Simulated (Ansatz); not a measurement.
# GaF3 (SMILES [F][Ga]([F])[F]): a rigid scan of the bond length Ga2–F4

Aim: the energy along the bond length Ga2–F4, from CCSD(T) and from cheaper methods, relative to the minimum. No other atom is relaxed.

The runs use Ansatz 0.2.0, Gaussian basis; single points in def2-TZVPP.

Levels: PBE-D4, r2SCAN-D4, PBE0-D4, B3LYP-D4, wB97M-V, Hartree-Fock, MP2, CCSD, CCSD(T). The scan takes 1.552, 1.586, 1.637, 1.696, 1.762, 1.832, 1.907, 1.986, 2.069 Å.

Correlated methods freeze the cores. Filled d shells of the heavier atoms are correlated. B3LYP uses VWN-RPA correlation.

28 further runs of the same task are left out: 28 set aside as unsound or not needed.

### Step 1. The starting structure

The minimum, relaxed at PBE0-D4: SMILES `[F][Ga]([F])[F]`, 4 atoms, charge 0, spin multiplicity 1.

Atoms are counted from 1 here; the program's logs count them from 0.

Bond lengths: F1–Ga2 1.724 Å, Ga2–F3 1.724 Å, Ga2–F4 1.724 Å. Angles: F1–Ga2–F3 120.0°, F1–Ga2–F4 120.0°, F3–Ga2–F4 120.0°.

Coordinates:

```
atom    x (Å)    y (Å)    z (Å)
  F1  -0.0487  -1.6101   0.6459
 Ga2   0.0138  -0.0150  -0.0052
  F3   0.9641   1.1958   0.7713
  F4  -0.8738   0.3691  -1.4324
```

Energies of the minimum (eV), from earlier single points: PBE-D4 -60520.02878, r2SCAN-D4 -60532.04523, PBE0-D4 -60520.92481, B3LYP-D4 -60536.95454, wB97M-V -60530.92560, CCSD(T) -60485.94446.

At the minimum the bond length Ga2–F4 is 1.724 Å.

### Step 2. Ga2–F4 = 1.552 Å

ccsdt-tzvpp/in.yaml

```yaml
crystal:
  periodic: [false, false, false]
  atoms:
    - {symbol: F, position_ang: [-0.048673, -1.610127, 0.645938]}
    - {symbol: Ga, position_ang: [0.013827, -0.015025, -0.005201]}
    - {symbol: F, position_ang: [0.964113, 1.195796, 0.771305]}
    - {symbol: F, position_ang: [-0.785191, 0.330727, -1.290009]}
basis:
  gaussian: {orbitals: def2-TZVPP}
correlation: {method: ccsd_t}
```

No record of the launch command was kept for these runs.

Standard output:

```text
Functional definition: HF
  name "HF"
  cite "Fock, Z. Phys. 61, 126 (1930) doi:10.1007/BF01340294"
  parent pbe
  exchange = exact_x
  correlation = 0
945 factors; integrals over basis functions are off by at most 9.3e-4 eV
mean field evaluation 1: about -60455.0948 eV, gradient 4.8e1 eV
mean field evaluation 2: about -60455.1908 eV, gradient 4.8e1 eV
mean field evaluation 4: about -60458.5093 eV, gradient 2.5e0 eV
mean field evaluation 8: about -60458.5403 eV, gradient 3.0e-1 eV
mean field evaluation 16: about -60455.0946 eV, gradient 4.8e1 eV
mean field -60458.54046160 eV, -2221.8103816930 hartree, gradient 2.7e-6 eV, S^2 0.000000; 0 other end points of the search recorded, 0 dependent functions left out
12 core orbitals not correlated: weight in the atoms' cores, before any rotation towards them, 1.000 or more for the frozen orbitals, at most 0.000 for the correlated occupied ones
reference -60458.54046160 eV, -2221.8103816930 hartree; 17, 17 occupied and 112, 112 virtual orbitals, 945 factors
second order -26.28816595 eV of doubles, -0.00000000 eV of singles
cycle   1  -25.27744570 eV  change     1.0e0 eV  update   1.2e-1
cycle   2  -25.89128023 eV  change   -6.1e-1 eV  update   3.5e-2
cycle   3  -26.01008995 eV  change   -1.2e-1 eV  update   1.7e-2
cycle   4  -25.99211894 eV  change    1.8e-2 eV  update   4.2e-3
cycle   5  -25.98628518 eV  change    5.8e-3 eV  update   1.5e-3
cycle   6  -25.98739930 eV  change   -1.1e-3 eV  update   4.7e-4
cycle   7  -25.98746262 eV  change   -6.3e-5 eV  update   1.3e-4
cycle   8  -25.98736038 eV  change    1.0e-4 eV  update   3.9e-5
cycle   9  -25.98735778 eV  change    2.6e-6 eV  update   1.2e-5
perturbative correction -0.79400095 eV, -0.0291789968 hartree
Total energy: -60485.32182033 eV, -2222.7945784734 hartree
```

Run time: 24 s. Hardware: 2 threads, shared host; peak memory 0.93 GiB.

The other levels were run on the same coordinates; their logs were not kept, and their results stand in the tables.

### Step 3. Ga2–F4 = 1.586 Å

ccsdt-tzvpp/in.yaml: that of step 2 with these lines changed.

```diff
@@ -6,3 +6,3 @@
     - {symbol: F, position_ang: [0.964113, 1.195796, 0.771305]}
-    - {symbol: F, position_ang: [-0.785191, 0.330727, -1.290009]}
+    - {symbol: F, position_ang: [-0.802695, 0.338301, -1.318155]}
 basis:
```

Standard output, shortened:

```text
[... 4 set-up lines as earlier in the session ...]
[...]
945 factors; integrals over basis functions are off by at most 9.4e-4 eV
[...]
mean field -60458.77205892 eV, -2221.8188927377 hartree, gradient 2.7e-6 eV, S^2 0.000000; 0 other end points of the search recorded, 0 dependent functions left out
12 core orbitals not correlated: weight in the atoms' cores, before any rotation towards them, 1.000 or more for the frozen orbitals, at most 0.000 for the correlated occupied ones
reference -60458.77205892 eV, -2221.8188927377 hartree; 17, 17 occupied and 112, 112 virtual orbitals, 945 factors
second order -26.30566232 eV of doubles, -0.00000000 eV of singles
cycle   1  -25.28431993 eV  change     1.0e0 eV  update   1.2e-1
[...]
cycle   9  -25.99926562 eV  change    2.8e-6 eV  update   1.2e-5
perturbative correction -0.79820775 eV, -0.0293335936 hartree
Total energy: -60485.56953228 eV, -2222.8036817198 hartree
```

Wall time 24 s (2 threads, shared host); peak memory 0.93 GiB.

### Step 4. Ga2–F4 = 1.637 Å

ccsdt-tzvpp/in.yaml: that of step 3 with these lines changed.

```diff
@@ -6,3 +6,3 @@
     - {symbol: F, position_ang: [0.964113, 1.195796, 0.771305]}
-    - {symbol: F, position_ang: [-0.802695, 0.338301, -1.318155]}
+    - {symbol: F, position_ang: [-0.828951, 0.349663, -1.360375]}
 basis:
```

Standard output, shortened:

```text
[... 4 set-up lines as earlier in the session ...]
[...]
947 factors; integrals over basis functions are off by at most 9.4e-4 eV
[...]
mean field -60458.98508871 eV, -2221.8267214382 hartree, gradient 2.8e-6 eV, S^2 0.000000; 0 other end points of the search recorded, 0 dependent functions left out
12 core orbitals not correlated: weight in the atoms' cores, before any rotation towards them, 1.000 or more for the frozen orbitals, at most 0.000 for the correlated occupied ones
reference -60458.98508871 eV, -2221.8267214382 hartree; 17, 17 occupied and 112, 112 virtual orbitals, 947 factors
second order -26.33451879 eV of doubles, -0.00000000 eV of singles
cycle   1  -25.29594302 eV  change     1.0e0 eV  update   1.2e-1
[...]
cycle   9  -26.01914523 eV  change    3.1e-6 eV  update   1.2e-5
perturbative correction -0.80489023 eV, -0.0295791705 hartree
Total energy: -60485.80912418 eV, -2222.8124865596 hartree
```

Run time: 29 s. Hardware: 2 threads, shared host; peak memory 0.93 GiB.

### Step 5. Ga2–F4 = 1.696 Å

ccsdt-tzvpp/in.yaml: that of step 4 with these lines changed.

```diff
@@ -6,3 +6,3 @@
     - {symbol: F, position_ang: [0.964113, 1.195796, 0.771305]}
-    - {symbol: F, position_ang: [-0.828951, 0.349663, -1.360375]}
+    - {symbol: F, position_ang: [-0.859326, 0.362807, -1.409218]}
 basis:
```

Standard output, shortened:

```text
[... 4 set-up lines as earlier in the session ...]
[...]
946 factors; integrals over basis functions are off by at most 9.6e-4 eV
[...]
mean field -60459.07420707 eV, -2221.8299964774 hartree, gradient 2.8e-6 eV, S^2 0.000000; 0 other end points of the search recorded, 0 dependent functions left out
12 core orbitals not correlated: weight in the atoms' cores, before any rotation towards them, 1.000 or more for the frozen orbitals, at most 0.000 for the correlated occupied ones
reference -60459.07420707 eV, -2221.8299964774 hartree; 17, 17 occupied and 112, 112 virtual orbitals, 946 factors
second order -26.37082869 eV of doubles, -0.00000000 eV of singles
cycle   1  -25.31077118 eV  change     1.1e0 eV  update   1.2e-1
[...]
cycle   9  -26.04442926 eV  change    3.1e-6 eV  update   1.2e-5
perturbative correction -0.81306425 eV, -0.0298795599 hartree
Total energy: -60485.93170058 eV, -2222.8169911592 hartree
```

Wall time 31 s (2 threads, shared host); peak memory 0.93 GiB.

### Step 6. Ga2–F4 = 1.762 Å

ccsdt-tzvpp/in.yaml: that of step 5 with these lines changed.

```diff
@@ -6,3 +6,3 @@
     - {symbol: F, position_ang: [0.964113, 1.195796, 0.771305]}
-    - {symbol: F, position_ang: [-0.859326, 0.362807, -1.409218]}
+    - {symbol: F, position_ang: [-0.893305, 0.377510, -1.463855]}
 basis:
```

Standard output, shortened:

```text
[... 4 set-up lines as earlier in the session ...]
[...]
946 factors; integrals over basis functions are off by at most 9.7e-4 eV
[...]
mean field -60459.02707705 eV, -2221.8282644812 hartree, gradient 2.8e-6 eV, S^2 0.000000; 0 other end points of the search recorded, 0 dependent functions left out
12 core orbitals not correlated: weight in the atoms' cores, before any rotation towards them, 1.000 or more for the frozen orbitals, at most 0.000 for the correlated occupied ones
reference -60459.02707705 eV, -2221.8282644812 hartree; 17, 17 occupied and 112, 112 virtual orbitals, 946 factors
second order -26.41398351 eV of doubles, -0.00000000 eV of singles
cycle   1  -25.32842246 eV  change     1.1e0 eV  update   1.3e-1
[...]
cycle   9  -26.07472597 eV  change    3.9e-6 eV  update   1.3e-5
perturbative correction -0.82261335 eV, -0.0302304830 hartree
Total energy: -60485.92441637 eV, -2222.8167234696 hartree
```

It took 28 s on 2 threads, shared host; peak memory 0.94 GiB.

### Step 7. Ga2–F4 = 1.832 Å

ccsdt-tzvpp/in.yaml: that of step 6 with these lines changed.

```diff
@@ -6,3 +6,3 @@
     - {symbol: F, position_ang: [0.964113, 1.195796, 0.771305]}
-    - {symbol: F, position_ang: [-0.893305, 0.377510, -1.463855]}
+    - {symbol: F, position_ang: [-0.929343, 0.393104, -1.521804]}
 basis:
```

Standard output, shortened:

```text
[... 4 set-up lines as earlier in the session ...]
[...]
946 factors; integrals over basis functions are off by at most 9.8e-4 eV
[...]
mean field -60458.85800449 eV, -2221.8220511793 hartree, gradient 2.9e-6 eV, S^2 0.000000; 0 other end points of the search recorded, 0 dependent functions left out
12 core orbitals not correlated: weight in the atoms' cores, before any rotation towards them, 1.000 or more for the frozen orbitals, at most 0.000 for the correlated occupied ones
reference -60458.85800449 eV, -2221.8220511793 hartree; 17, 17 occupied and 112, 112 virtual orbitals, 946 factors
second order -26.46139212 eV of doubles, -0.00000000 eV of singles
cycle   1  -25.34759609 eV  change     1.1e0 eV  update   1.3e-1
[...]
cycle   9  -26.10821594 eV  change    5.8e-6 eV  update   1.6e-5
perturbative correction -0.83305835 eV, -0.0306143298 hartree
Total energy: -60485.79927879 eV, -2222.8121247482 hartree
```

Wall time 28 s (2 threads, shared host); peak memory 0.93 GiB.

### Step 8. Ga2–F4 = 1.907 Å

ccsdt-tzvpp/in.yaml: that of step 7 with these lines changed.

```diff
@@ -6,3 +6,3 @@
     - {symbol: F, position_ang: [0.964113, 1.195796, 0.771305]}
-    - {symbol: F, position_ang: [-0.929343, 0.393104, -1.521804]}
+    - {symbol: F, position_ang: [-0.967956, 0.409813, -1.583892]}
 basis:
```

Standard output, shortened:

```text
[... 4 set-up lines as earlier in the session ...]
[...]
947 factors; integrals over basis functions are off by at most 9.8e-4 eV
[...]
mean field -60458.58593965 eV, -2221.8120529807 hartree, gradient 3.3e-6 eV, S^2 0.000000; 0 other end points of the search recorded, 0 dependent functions left out
12 core orbitals not correlated: weight in the atoms' cores, before any rotation towards them, 1.000 or more for the frozen orbitals, at most 0.000 for the correlated occupied ones
reference -60458.58593965 eV, -2221.8120529807 hartree; 17, 17 occupied and 112, 112 virtual orbitals, 947 factors
second order -26.51259355 eV of doubles, -0.00000000 eV of singles
cycle   1  -25.36772029 eV  change     1.1e0 eV  update   1.3e-1
[...]
cycle   9  -26.14454904 eV  change    7.8e-6 eV  update   2.4e-5
perturbative correction -0.84450110 eV, -0.0310348430 hartree
Total energy: -60485.57498979 eV, -2222.8038822795 hartree
```

Run time: 24 s. Hardware: 2 threads, shared host; peak memory 0.93 GiB.

### Step 9. Ga2–F4 = 1.986 Å

ccsdt-tzvpp/in.yaml: that of step 8 with these lines changed.

```diff
@@ -6,3 +6,3 @@
     - {symbol: F, position_ang: [0.964113, 1.195796, 0.771305]}
-    - {symbol: F, position_ang: [-0.967956, 0.409813, -1.583892]}
+    - {symbol: F, position_ang: [-1.008627, 0.427412, -1.649291]}
 basis:
```

Standard output, shortened:

```text
[... 4 set-up lines as earlier in the session ...]
[...]
947 factors; integrals over basis functions are off by at most 1.1e-3 eV
[...]
mean field -60458.23559650 eV, -2221.7991781076 hartree, gradient 4.1e-6 eV, S^2 0.000000; 0 other end points of the search recorded, 0 dependent functions left out
12 core orbitals not correlated: weight in the atoms' cores, before any rotation towards them, 1.000 or more for the frozen orbitals, at most 0.000 for the correlated occupied ones
reference -60458.23559650 eV, -2221.7991781076 hartree; 17, 17 occupied and 112, 112 virtual orbitals, 947 factors
second order -26.56546991 eV of doubles, -0.00000000 eV of singles
cycle   1  -25.38743350 eV  change     1.2e0 eV  update   1.4e-1
[...]
cycle   9  -26.18221565 eV  change    8.9e-6 eV  update   3.6e-5
perturbative correction -0.85680024 eV, -0.0314868279 hartree
Total energy: -60485.27461239 eV, -2222.7928436136 hartree
```

It took 23 s on 2 threads, shared host; peak memory 0.93 GiB.

### Step 10. Ga2–F4 = 2.069 Å

ccsdt-tzvpp/in.yaml: that of step 9 with these lines changed.

```diff
@@ -6,3 +6,3 @@
     - {symbol: F, position_ang: [0.964113, 1.195796, 0.771305]}
-    - {symbol: F, position_ang: [-1.008627, 0.427412, -1.649291]}
+    - {symbol: F, position_ang: [-1.051358, 0.445903, -1.718002]}
 basis:
```

Standard output, shortened:

```text
[... 4 set-up lines as earlier in the session ...]
[...]
948 factors; integrals over basis functions are off by at most 7.9e-4 eV
[...]
mean field -60457.82755427 eV, -2221.7841828321 hartree, gradient 5.3e-6 eV, S^2 0.000000; 0 other end points of the search recorded, 0 dependent functions left out
12 core orbitals not correlated: weight in the atoms' cores, before any rotation towards them, 1.000 or more for the frozen orbitals, at most 0.000 for the correlated occupied ones
reference -60457.82755427 eV, -2221.7841828321 hartree; 17, 17 occupied and 112, 112 virtual orbitals, 948 factors
second order -26.61858785 eV of doubles, -0.00000000 eV of singles
cycle   1  -25.40561892 eV  change     1.2e0 eV  update   1.4e-1
[...]
cycle  12  -26.22028752 eV  change   -2.1e-6 eV  update   3.2e-6
perturbative correction -0.87006411 eV, -0.0319742665 hartree
Total energy: -60484.91790590 eV, -2222.7797348921 hartree
```

Run time: 27 s. Hardware: 2 threads, shared host; peak memory 0.93 GiB.

### Step 11. The curves

Energies less that of the minimum at the same level (kJ/mol):

```
bond length (Å)  PBE-D4  r2SCAN-D4  PBE0-D4  B3LYP-D4  wB97M-V  Hartree-Fock   MP2   CCSD  CCSD(T)
          1.552    69.4       58.9     58.6      64.1     61.4          51.1  60.8   57.8     60.1
          1.586    44.0       35.5     35.3      39.6     37.3          28.8  36.8   34.4     36.2
          1.637    18.2       12.9     12.7      15.3     13.9           8.2  13.5   11.9     13.1
          1.696     2.9        1.2      1.2       2.0      1.5          -0.4   1.4    0.8      1.2
1.724 (minimum)     0.0        0.0      0.0       0.0      0.0           0.0   0.0    0.0      0.0
          1.762    -0.5        1.8      1.9       0.9      1.6           4.2   1.7    2.5      1.9
          1.832     7.1       13.5     13.8      10.9     12.9          20.5  13.5   15.5     14.0
          1.907    23.7       34.3     34.9      30.2     33.9          46.7  34.8   38.3     35.6
          1.986    47.4       62.1     63.1      56.7     62.1          80.5  63.5   68.5     64.6
          2.069    76.1       95.0     96.5      88.3     95.9         119.9  97.7  104.2     99.0
```

What each level costs and misses (shared host):

```csv
method,RMS deviation from CCSD(T) (kJ/mol),mean time a point
PBE-D4,11.5,1.2 s
r2SCAN-D4,1.7,2.3 s
PBE0-D4,1.2,1.8 s
B3LYP-D4,5.3,1.8 s
wB97M-V,1.6,5 s
Hartree-Fock,10.6,part of the CCSD(T) run
MP2,0.8,part of the CCSD(T) run
CCSD,2.6,part of the CCSD(T) run
CCSD(T),0,26 s
```

The best functional, PBE0-D4, misses by 1.2 kJ/mol and takes 1.8 s a point, against 26 s for CCSD(T).

### Step 12. Summary of results

| quantity | value |
| --- | --- |
| highest point, CCSD(T) | 99.0 kJ/mol at 2.069 Å |
| lowest point, CCSD(T) | 0.0 kJ/mol at 1.724 Å |
| minimum along the scan, CCSD(T) | 1.724 Å |
| curvature there | 30.6 eV/Å² |
| RMS deviation from CCSD(T) | PBE-D4 11.5, r2SCAN-D4 1.7, PBE0-D4 1.2, B3LYP-D4 5.3, wB97M-V 1.6, Hartree-Fock 10.6, MP2 0.8, CCSD 2.6 kJ/mol |
| largest T1 diagnostic | 0.017 |

In words: A polynomial through the near points puts the CCSD(T) minimum at the PBE0-D4 value. The well is lopsided: squeezing costs more than stretching by the same length. Curvature against CCSD(T): PBE-D4 -14 %, Hartree-Fock +13 %. The curve of MP2 lies nearest to CCSD(T), that of PBE-D4 farthest.
